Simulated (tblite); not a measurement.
# C2H4AlF (SMILES C=[CH][AlH][F]) at GFN2-xTB

Wanted: a structure relaxation of C2H4AlF. 

The calculation is run with tblite 0.8.0.

22 further runs of the same task are left out: 22 set aside as unsound or not needed.

## Step 1: The system as given

The species is C2H4AlF (8 atoms), meant as a singlet with charge 0. As SMILES, `C=[CH][AlH][F]`. The shape is that of a PBE0-D4/def2-TZVP optimisation. This is one conformer, not always the lowest. The run starts from this shape.

Bond lengths: C1–C2 1.336 Å, C2–Al3 1.926 Å, Al3–F4 1.652 Å, C1–H5 1.089 Å, C1–H6 1.089 Å, C2–H7 1.089 Å, Al3–H8 1.578 Å. Angles: C1–C2–Al3 117.9°, C2–Al3–F4 120.4°, C1–C2–H7 117.5°, Al3–C2–H7 124.6°, C2–C1–H5 121.9°, C2–C1–H6 123.0°, C2–Al3–H8 121.7°, F4–Al3–H8 117.9°, H5–C1–H6 115.1°.

## Step 2: A geometry optimisation at GFN2-xTB

Input file geom.xyz:

```xyz
8

C      0.611900     1.238300    -0.082900
C     -0.207300     0.389100     0.543300
Al    -0.435800    -1.365900    -0.215900
F     -1.430800    -2.467800     0.507700
H      1.139800     0.961500    -0.994300
H      0.802500     2.249300     0.272800
H     -0.698800     0.740100     1.449200
H      0.310600    -1.801800    -1.535700
```

Input file job.py:

```python
import json
import numpy as np
from tblite.interface import Calculator
from tblite.interface import symbols_to_numbers
from scipy.optimize import minimize

symbols = list(map(str, np.loadtxt("geom.xyz", skiprows=2, usecols=0, dtype=str, ndmin=1)))
numbers = np.array(symbols_to_numbers(symbols))
positions = np.loadtxt("geom.xyz", skiprows=2, usecols=(1, 2, 3), ndmin=2) / 0.5291772

xtb = Calculator("GFN2-xTB", numbers, positions, charge=0, uhf=0)
xtb.set("verbosity", 0)
xtb.set("accuracy", 0.01)
last, frames, energies, grads = [None], [], [], []

def fun(x):
    xtb.update(x.reshape(-1, 3))
    last[0] = xtb.singlepoint(last[0])
    return float(last[0].get('energy')), last[0].get('gradient').ravel()

def show(x):
    e, g = fun(x)
    frames.append(x.reshape(-1, 3).tolist())
    energies.append(e)
    grads.append(g.reshape(-1, 3).tolist())
    print(f"{len(energies) - 1:4d} {e:16.9f} {np.abs(g).max():12.3e} {np.linalg.norm(g):12.3e}")

print("step      energy/Eh       max grad     grad norm")
show(positions.ravel())
opt = minimize(fun, positions.ravel(), jac=True, method="BFGS", callback=show, options={"gtol": 3e-05, "maxiter": 500})
print("converged:", opt.success, "-", opt.message)
fun(opt.x)
wfn = last[0]
final = opt.x.reshape(-1, 3)
print("final geometry (angstrom)")
for s, p in zip(symbols, final * 0.529177210903):
    print(f"{s:<2} {p[0]:12.6f} {p[1]:12.6f} {p[2]:12.6f}")
print(f"Total energy: {wfn.get('energy'):.8f} Eh")
eps = np.atleast_2d(wfn.get("orbital-energies")) * 27.211386
occ = np.atleast_2d(wfn.get("orbital-occupations"))
filled = occ.sum(axis=0) if eps.shape[0] == 1 else occ[0]
homo = np.nonzero(filled > 0.5)[0].max()
print(f"HOMO {eps[0, homo]:.4f} eV")
if homo + 1 < eps.shape[1]:
    print(f"LUMO {eps[0, homo + 1]:.4f} eV, gap {eps[0, homo + 1] - eps[0, homo]:.4f} eV")
mu = wfn.get("dipole") * 2.541746
print(f"Dipole moment: {np.linalg.norm(mu):.4f} D, components " + " ".join(f"{c:.4f}" for c in mu))
q = wfn.get("charges")
print("Charges:", " ".join(f"{s}{i + 1}={c:+.4f}" for i, (s, c) in enumerate(zip(symbols, q))))
out = {k: np.asarray(wfn.get(k)).tolist() for k in ("energy", "gradient", "charges", "dipole", "orbital-energies", "orbital-occupations")}
out.update(symbols=symbols, positions=(positions * 0.529177210903).tolist(), final=final.tolist(), frames=frames, step_energies=energies, grads=grads, success=bool(opt.success))
json.dump(out, open("results.json", "w"))
```

Started as:

```console
$ python job.py
```

Q: Predict the results. Wanted: total energy at the end; dipole moment; HOMO energy; LUMO energy; HOMO–LUMO gap.

Answer, from the run:

Level: GFN2-xTB.

```
               quantity         value
total energy at the end  -12.15967 Eh
          dipole moment        2.26 D
            HOMO energy     -10.68 eV
            LUMO energy      -6.71 eV
          HOMO–LUMO gap       3.97 eV
```

What this shows: At the final geometry: Bond lengths: C1–C2 1.333 Å, C2–Al3 1.972 Å, Al3–F4 1.648 Å, C1–H5 1.083 Å, C1–H6 1.082 Å, C2–H7 1.091 Å, Al3–H8 1.528 Å. Angles: C1–C2–Al3 114.8°, C2–Al3–F4 126.7°, C1–C2–H7 118.1°, Al3–C2–H7 127.1°, C2–C1–H5 120.5°, C2–C1–H6 123.9°, C2–Al3–H8 119.1°, F4–Al3–H8 114.2°, H5–C1–H6 115.6°. The optimisation took 44 steps and changed the energy by -0.043 eV.
